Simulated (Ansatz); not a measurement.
# Ta4NiO11 (P1) in Ansatz: convergence with k mesh

Aim: find how far k mesh must go before the results for Ta4NiO11 settle, at PBE. This setting moves, with any that are tied to it; all else stays.

Program: Ansatz 0.2.0. These are calculated values, not measurements. Logs are shortened: lines on timing, memory, paths and dates and some standing lists are left out, and cuts for length are marked.

## (1) The crystal as given

The typed cell holds 16 atoms: a = 5.293 Å, b = 5.336 Å, c = 7.911 Å, α = 90.30°, β = 93.72°, γ = 90.45°.

The cell was built by a generator and needn't be a form met in nature.

## (2) With k mesh 2 × 2 × 1

File input.yaml:

```yaml
crystal:
  lattice:
    - [5.29285, -0.00032, -0.02518]
    - [-0.0419, 5.33569, 0.0234]
    - [-0.4762, -0.07999, 7.89609]
  atoms:
    - { symbol: Ta, position: [0.52261, 0.46364, 0.51843] }
    - { symbol: Ta, position: [0.55532, 0.53163, 0.98083] }
    - { symbol: Ta, position: [0.02338, 0.98832, 0.50961] }
    - { symbol: Ta, position: [0.04916, 0.02484, 0.01689] }
    - { symbol: Ni, position: [0.06538, 0.57998, 0.26898], spin: 1.0 }
    - { symbol: O, position: [0.96711, 0.93834, 0.23892] }
    - { symbol: O, position: [0.21005, 0.28324, 0.4299] }
    - { symbol: O, position: [0.27287, 0.71995, 0.06145] }
    - { symbol: O, position: [0.33888, 0.2382, 0.03682] }
    - { symbol: O, position: [0.30665, 0.75341, 0.45874] }
    - { symbol: O, position: [0.50103, 0.44858, 0.74991] }
    - { symbol: O, position: [0.70564, 0.16332, 0.48732] }
    - { symbol: O, position: [0.73302, 0.83358, 0.9406] }
    - { symbol: O, position: [0.85284, 0.36497, 0.07896] }
    - { symbol: O, position: [0.81889, 0.65561, 0.47584] }
    - { symbol: O, position: [0.07718, 0.01239, 0.7468] }
hamiltonian:
  xc: pbe
  pseudopotentials: { kind: paw }
magnetization:
  spin_polarized: true
kpoints:
  mp_grid: { grid: [2, 2, 1] }
scf:
  occupations: { method: fermi_dirac, width: 0.05 }
output:
  forces: true
  stress: true
  eigenvalues: true
```

Potentials or basis: Ansatz PAW.

Run with:

```sh
> ansatz run input.yaml --threads 8 --pin off --max-ram 20480MiB --backend cpu --events-out ev --progress --plain --runs-dir out
```

The program printed:

```text
Warning: RAYON_NUM_THREADS=8 ignored (pool sized by the plan → 8); use --threads N
Engine: ansatz 0.2.0, aarch64-unknown-linux-gnu
Pseudopotentials: kind: paw
Pseudopotential: Ta, paw, valence charge 13, recommended cutoff 420 eV (normal), Ta.paw.azcp
Pseudopotential: Ni, paw, valence charge 18, recommended cutoff 420 eV (normal), Ni.paw.azcp
Pseudopotential: O, paw, valence charge 6, recommended cutoff 420 eV (normal), O.paw.azcp
Functional definition: PBE
  parameter kappa = 0.804
  parameter beta = 0.06672455060314922
  exchange = pbe_x(kappa = kappa, mu = beta*pi^2/3)
  correlation = pbe_c(beta = beta)
Crystal: 16 atoms, lattice volume = 222.939 Å³
Basis set: ecut = 420 eV, 4345 PW (Γ), exchange–correlation on 72×72×108 points (8 copies of the dense FFT grid, shifted against one another)
Bands: 85, of which v1, the nominal top of the filled ones, is band 68 counted from 1 (67 counted from 0)
Symmetry: 1 space group operations
Space group: P1 (ITA 1), of the structure as read, at distance tolerance 6.1e-5 Å
Magnetic group: BNS 1.1 (UNI 1), of the structure as read, at distance tolerance 6.1e-5 Å
k-points: 4
Non-local potential: Ta, projectors of the file, l = 0: 3, l = 1: 2, l = 2: 2, l = 3: 1
Non-local potential: Ni, projectors of the file, l = 0: 3, l = 1: 2, l = 2: 3, l = 3: 1
Non-local potential: O, projectors of the file, l = 0: 2, l = 1: 2, l = 2: 1
PAW form: soft (Blöchl's): semilocal exchange-correlation on the pseudo side does not see the compensation charge
PAW one-centre angular grid: Ta, 590 points (default); XC on 64 Gauss nodes
PAW one-centre angular grid: Ni, 590 points (default); XC on 64 Gauss nodes
PAW one-centre angular grid: O, 110 points (default); XC on 64 Gauss nodes
[... 35 lines left out ...]
Fermi energy:    8.143811 eV
--- Per-component energies (eV) ---
  E_band       = -1568.232071
  E_kinetic    = 3645.703057
  E_local      = -14638.744966  (includes V_loc(G=0)·N_el)
  E_nonlocal   = 1229.635845
  E_hartree    = 5758.437292
  E_xc         = -1758.365068
  E_vxc        = -1944.664704  (∫ρ·V_xc dr)
  E_paw        = -36960.247804  (= ΣΔE_a)
  E_vpaw       = -1377.071562  (= ΣTr[D̂ρ^β])
  E_aug_tail   = 0.028075  (compensation charges beyond the density's cutoff)
  E_ewald      = -9098.555228
  E_smearing   = -0.000001  (= −TS)
  E_closure    = -0.000000  (closes the sum)
  Σ components = -51822.108798   (vs F -51822.108798, Δ=0.00e0)
--- Forces (eV/Å), atoms counted from 1 ---
  atom   1  Ta     0.01748268     0.06131284     0.06068687
  atom   2  Ta     0.09298602     0.01041854     0.00172532
  atom   3  Ta     0.25037958     0.60208207     0.10238028
  atom   4  Ta     0.34973830     0.55047768     0.44764187
  atom   5  Ni    -0.01609838     0.02376789    -0.03451691
  atom   6  O     -0.26922890    -0.62452389    -0.37224340
[... 8 lines left out ...]
  atom  15  O     -0.01962767    -0.05943905     0.00282368
  atom  16  O     -0.12598649    -0.47166724    -0.09957420
  max |Σ_I F_I| component: 2.27e-5 eV/Å
--- Stress (GPa, compression-positive) ---
       -0.181643       0.126598       0.124559
        0.126596       0.106176       0.125802
        0.124559       0.125804       0.172848
  P = ⅓ Tr σ = 0.0325 GPa (0.325 kbar)
--- Band table (eV; the first three rows and the last of 8) ---
  k-point 0 ↑: bands = ["-96.3421", "-60.8419", "-60.7582", "-60.7089", "-60.7075", "-56.8296", "-56.7935", "-56.5390", "-27.7081", "-27.5028", "-27.4612", "-27.4469", "-27.3766", "-27.3244", "-27.2979", "-27.2733", "-27.2570", "-27.2452", "-27.2044", "-27.1717", "-11.2011", "-10.8284", "-10.6303", "-10.3135", "-10.0185", "-9.8418", "-9.5770", "-9.5175", "-9.2625", "-8.9463", "-8.6600", "1.3215", "1.4106", "1.4777", "1.6034", "1.6697", "1.8931", "2.0069", "2.2153", "2.3578", "2.5473", "2.7680", "3.0075", "3.2187", "3.3358", "3.5077", "3.7763", "4.0634", "4.2685", "4.3230", "4.5047", "4.7475", "5.0161", "5.2917", "5.3899", "5.4741", "5.5439", "5.7093", "5.8670", "5.9365", "6.0095", "6.1747", "6.2540", "6.3086", "6.5872", "6.7434", "6.7944", "7.1677", "7.3699", "9.8627", "10.0282", "10.3961", "10.6037", "10.6796", "11.1141", "11.4963", "11.8975", "12.2087", "12.3710", "12.4994", "12.6606", "12.8919", "13.0932", "13.8589", "14.2398"]
  k-point 1 ↑: bands = ["-96.3421", "-60.8418", "-60.7582", "-60.7090", "-60.7075", "-56.8296", "-56.7935", "-56.5390", "-27.7083", "-27.5033", "-27.4337", "-27.4236", "-27.3497", "-27.3065", "-27.3058", "-27.2891", "-27.2696", "-27.2536", "-27.2289", "-27.2051", "-10.9756", "-10.4764", "-10.3344", "-10.2169", "-9.9543", "-9.8811", "-9.8014", "-9.6944", "-9.4127", "-9.3979", "-8.9376", "1.3115", "1.4452", "1.7018", "1.8279", "2.0931", "2.1763", "2.2993", "2.4960", "2.8004", "2.9121", "2.9371", "3.1388", "3.2396", "3.3445", "3.5020", "3.6562", "3.7862", "3.8889", "4.1379", "4.3765", "4.6341", "4.7967", "4.8419", "5.0252", "5.1069", "5.4100", "5.5080", "5.6920", "5.8303", "5.8993", "5.9750", "6.1024", "6.4144", "6.5113", "6.6576", "6.7700", "7.0464", "7.2332", "10.2250", "10.5046", "10.6641", "10.7472", "10.9155", "11.3782", "11.4894", "11.6329", "11.7508", "12.1562", "12.4290", "12.6008", "12.6241", "13.5465", "14.0788", "14.4471"]
  k-point 2 ↑: bands = ["-96.3421", "-60.8418", "-60.7582", "-60.7090", "-60.7075", "-56.8296", "-56.7935", "-56.5390", "-27.7082", "-27.5031", "-27.4340", "-27.4242", "-27.3492", "-27.3070", "-27.3055", "-27.2893", "-27.2698", "-27.2534", "-27.2289", "-27.2048", "-10.9547", "-10.5737", "-10.2217", "-10.1090", "-10.0375", "-9.9545", "-9.7658", "-9.7221", "-9.4724", "-9.3367", "-8.9382", "1.3911", "1.4981", "1.6907", "1.8165", "2.0913", "2.2352", "2.3429", "2.3914", "2.7246", "2.8566", "2.9694", "3.1059", "3.2374", "3.4086", "3.5467", "3.6930", "3.7487", "3.9263", "4.2067", "4.2513", "4.5370", "4.6771", "4.8159", "4.9108", "5.3115", "5.3699", "5.6056", "5.7115", "5.7775", "5.8977", "6.0823", "6.2290", "6.3358", "6.5136", "6.6000", "6.7080", "6.9634", "7.3772", "10.2746", "10.4114", "10.5883", "10.7730", "10.9504", "11.2164", "11.5383", "11.5879", "11.9511", "12.0878", "12.2643", "12.5467", "12.8599", "13.4110", "14.1116", "14.5063"]
  k-point 3 ↓: bands = ["-94.3655", "-60.8401", "-60.7547", "-60.7086", "-60.7053", "-54.8160", "-54.8148", "-54.7505", "-27.7072", "-27.5021", "-27.4662", "-27.4454", "-27.3793", "-27.3170", "-27.2975", "-27.2689", "-27.2500", "-27.2373", "-27.2009", "-27.1654", "-10.9642", "-10.5639", "-10.4501", "-10.2486", "-10.1006", "-9.7830", "-9.6148", "-9.5925", "-9.2712", "-8.8862", "-8.7351", "1.2526", "1.3575", "1.4850", "1.6004", "1.9130", "2.0078", "2.2227", "2.3758", "2.6714", "3.1053", "3.3073", "3.5455", "3.7713", "4.0285", "4.0524", "4.1801", "4.2385", "4.3584", "4.4622", "4.5877", "4.6707", "4.7545", "4.8300", "5.0617", "5.1102", "5.1672", "5.3548", "5.4982", "5.7975", "5.8930", "5.9279", "6.1988", "6.5100", "7.1685", "7.2404", "7.3985", "8.7876", "9.1817", "10.3573", "10.5936", "10.8137", "11.0490", "11.3438", "11.4711", "11.7525", "11.9664", "12.1546", "12.2775", "12.4957", "12.8861", "13.0351", "13.7357", "14.1057", "14.5813"]
```

Wall time 3.3 s (8 threads of Arm Neoverse V1, shared host); peak memory 0.87 GiB.

What came out:

| Quantity | Value |
| --- | --- |
| Free energy | -51822.1088 eV |
| Pressure | 0.0 GPa |
| Largest force | 0.791 eV/Å |
| Band gap on the k mesh | 1.34 eV, indirect (least direct gap 1.39 eV) |
| Net moment | 2.00 μB per cell |
| Absolute moment | 2.10 μB per cell |
| Site moments | Ta +0.00; Ni +1.51; O +0.09, +0.04, +0.06, +0.00, +0.07, +0.01, +0.05 μB |

## (3) With k mesh 2 × 2 × 2

Edit input.yaml of step 2 so:

```diff
@@ -28,3 +28,3 @@
 kpoints:
-  mp_grid: { grid: [2, 2, 1] }
+  mp_grid: { grid: [2, 2, 2] }
 scf:
```

Potentials or basis: Ansatz PAW.

Run with:

```sh
> ansatz run input.yaml --threads 8 --pin off --max-ram 20480MiB --backend cpu --events-out ev --progress --plain --runs-dir out
```

Wall time 4.6 s (8 threads of Arm Neoverse V1, shared host); peak memory 1 GiB.

Results:

```
Free energy            : -51822.3033 eV
Pressure               : 0.1 GPa
Largest force          : 0.126 eV/Å
Band gap on the k mesh : 1.31 eV, indirect (least direct gap 1.39 eV)
Net moment             : 2.00 μB per cell
Absolute moment        : 2.09 μB per cell
Site moments           : Ta +0.00, -0.00; Ni +1.51; O +0.09, +0.04, +0.06, +0.00, +0.08, +0.01, +0.05 μB
```

## (4) With k mesh 3 × 3 × 2

Edit input.yaml of step 3 so:

```diff
@@ -28,3 +28,3 @@
 kpoints:
-  mp_grid: { grid: [2, 2, 2] }
+  mp_grid: { grid: [3, 3, 2] }
 scf:
```

Run with:

```sh
> ansatz run input.yaml --threads 8 --pin off --max-ram 20480MiB --backend cpu --events-out ev --progress --plain --runs-dir out
```

It took 9.6 s on 8 threads of Arm Neoverse V1, shared host; peak memory 1.1 GiB.

Results:

```yaml
Free_energy: -51822.3770 eV
Pressure: 0.0 GPa
Largest_force: 0.033 eV/Å
Band_gap_on_the_k_mesh: 1.36 eV, indirect (least direct gap 1.43 eV)
Net_moment: 2.00 μB per cell
Absolute_moment: 2.09 μB per cell
Site_moments: Ta +0.00; Ni +1.51; O +0.09, +0.04, +0.06, +0.00, +0.07, +0.05 μB
```

## (5) With k mesh 4 × 4 × 3

Edit input.yaml of step 4 so:

```diff
@@ -28,3 +28,3 @@
 kpoints:
-  mp_grid: { grid: [3, 3, 2] }
+  mp_grid: { grid: [4, 4, 3] }
 scf:
```

Run with:

```sh
> ansatz run input.yaml --threads 8 --pin off --max-ram 20480MiB --backend cpu --events-out ev --progress --plain --runs-dir out
```

Wall time 24 s (8 threads of Arm Neoverse V1, shared host); peak memory 1.4 GiB.

Results:

| Property | Result |
| --- | --- |
| Free energy | -51822.3848 eV |
| Pressure | 0.0 GPa |
| Largest force | 0.010 eV/Å |
| Band gap on the k mesh | 1.31 eV, indirect (least direct gap 1.39 eV) |
| Net moment | 2.00 μB per cell |
| Absolute moment | 2.09 μB per cell |
| Site moments | Ta +0.00; Ni +1.51; O +0.09, +0.04, +0.06, +0.00, +0.07, +0.05 μB |

## (6) With k mesh 5 × 5 × 3

Edit input.yaml of step 5 so:

```diff
@@ -28,3 +28,3 @@
 kpoints:
-  mp_grid: { grid: [4, 4, 3] }
+  mp_grid: { grid: [5, 5, 3] }
 scf:
```

Potentials or basis: Ansatz PAW.

Run with:

```sh
> ansatz run input.yaml --threads 8 --pin off --max-ram 20480MiB --backend cpu --events-out ev --progress --plain --runs-dir out
```

It took 37 s on 8 threads of Arm Neoverse V1, shared host; peak memory 1.7 GiB.

Results (log left out):

```yaml
Free_energy: -51822.3853 eV
Pressure: 0.0 GPa
Largest_force: 0.010 eV/Å
Band_gap_on_the_k_mesh: 1.33 eV, indirect (least direct gap 1.41 eV)
Net_moment: 2.00 μB per cell
Absolute_moment: 2.09 μB per cell
Site_moments: Ta +0.00; Ni +1.51; O +0.09, +0.04, +0.06, +0.00, +0.07, +0.05 μB
```

## (7) With k mesh 6 × 6 × 4

Edit input.yaml of step 6 so:

```diff
@@ -28,3 +28,3 @@
 kpoints:
-  mp_grid: { grid: [5, 5, 3] }
+  mp_grid: { grid: [6, 6, 4] }
 scf:
```

Run with:

```sh
> ansatz run input.yaml --threads 8 --pin off --max-ram 20480MiB --backend cpu --events-out ev --progress --plain --runs-dir out
```

Wall time 69 s (8 threads of Arm Neoverse V1, shared host); peak memory 2.3 GiB.

Results (log left out):

```yaml
Free_energy: -51822.3852 eV
Pressure: 0.0 GPa
Largest_force: 0.010 eV/Å
Band_gap_on_the_k_mesh: 1.30 eV, indirect (least direct gap 1.39 eV)
Net_moment: 2.00 μB per cell
Absolute_moment: 2.09 μB per cell
Site_moments: Ta +0.00; Ni +1.51; O +0.09, +0.04, +0.06, +0.00, +0.07, +0.05 μB
```

## (8) With k mesh 7 × 7 × 5

Edit input.yaml of step 7 so:

```diff
@@ -28,3 +28,3 @@
 kpoints:
-  mp_grid: { grid: [6, 6, 4] }
+  mp_grid: { grid: [7, 7, 5] }
 scf:
```

Run with:

```sh
> ansatz run input.yaml --threads 8 --pin off --max-ram 20480MiB --backend cpu --events-out ev --progress --plain --runs-dir out
```

It took 2 min on 8 threads of Arm Neoverse V1, shared host; peak memory 3.2 GiB.

It converged, with:

| Property | Result |
| --- | --- |
| Free energy | -51822.3852 eV |
| Pressure | 0.0 GPa |
| Largest force | 0.010 eV/Å |
| Band gap on the k mesh | 1.31 eV, indirect (least direct gap 1.40 eV) |
| Net moment | 2.00 μB per cell |
| Absolute moment | 2.09 μB per cell |
| Site moments | Ta +0.00; Ni +1.51; O +0.09, +0.04, +0.06, +0.00, +0.07, +0.05 μB |

## (9) With k mesh 8 × 8 × 6

Edit input.yaml of step 8 so:

```diff
@@ -28,3 +28,3 @@
 kpoints:
-  mp_grid: { grid: [7, 7, 5] }
+  mp_grid: { grid: [8, 8, 6] }
 scf:
```

Potentials or basis: Ansatz PAW.

Run with:

```sh
> ansatz run input.yaml --threads 8 --pin off --max-ram 20480MiB --backend cpu --events-out ev --progress --plain --runs-dir out
```

It took 3.1 min on 8 threads of Arm Neoverse V1, shared host; peak memory 4.6 GiB.

It converged, with:

```yaml
Free_energy: -51822.3853 eV
Pressure: 0.0 GPa
Largest_force: 0.010 eV/Å
Band_gap_on_the_k_mesh: 1.30 eV, indirect (least direct gap 1.39 eV)
Net_moment: 2.00 μB per cell
Absolute_moment: 2.09 μB per cell
Site_moments: Ta +0.00; Ni +1.51; O +0.09, +0.04, +0.06, +0.00, +0.07, +0.05 μB
```

## (10) The series at a glance

```
   k mesh  energy less the tightest run, at zero smearing (meV/atom)  pressure (GPa)  largest force (eV/Å)  gap on the mesh (eV)  SCF cycles  CPU time (s)  peak memory (GiB)
2 × 2 × 1                                                      17.28            0.03                 0.791                 1.337          15            20               0.87
2 × 2 × 2                                                       5.12            0.06                 0.126                 1.314          15            33                  1
3 × 3 × 2                                                       0.51            0.00                 0.033                 1.360          14            74                1.1
4 × 4 × 3                                                       0.03            0.00                 0.010                 1.310          14           190                1.4
5 × 5 × 3                                                       0.00            0.00                 0.010                 1.327          14           290                1.7
6 × 6 × 4                                                       0.00            0.00                 0.010                 1.305          14           550                2.3
7 × 7 × 5                                                       0.00            0.00                 0.010                 1.314          14           940                3.2
8 × 8 × 6                                                       0.00            0.00                 0.010                 1.300          14          1500                4.6
```

Against the tightest run, the energy stays within 1 meV/atom from 3 × 3 × 2 on; the pressure stays within 0.1 GPa from 2 × 2 × 1 on; the largest force stays within 0.005 eV/Å from 4 × 4 × 3 on. Not settled before the last step: the gap on the mesh (to 0.01 eV). Meshes of other sizes hit other points, so gaps and Fermi surfaces needn't settle smoothly. The tightest run that finished is the yardstick and may itself not be fully converged.

Caveats: spin-orbit coupling is left out, which moves the levels of the heavy elements; a cell with one magnetic atom can't hold antiferromagnetic order, which such compounds often take.
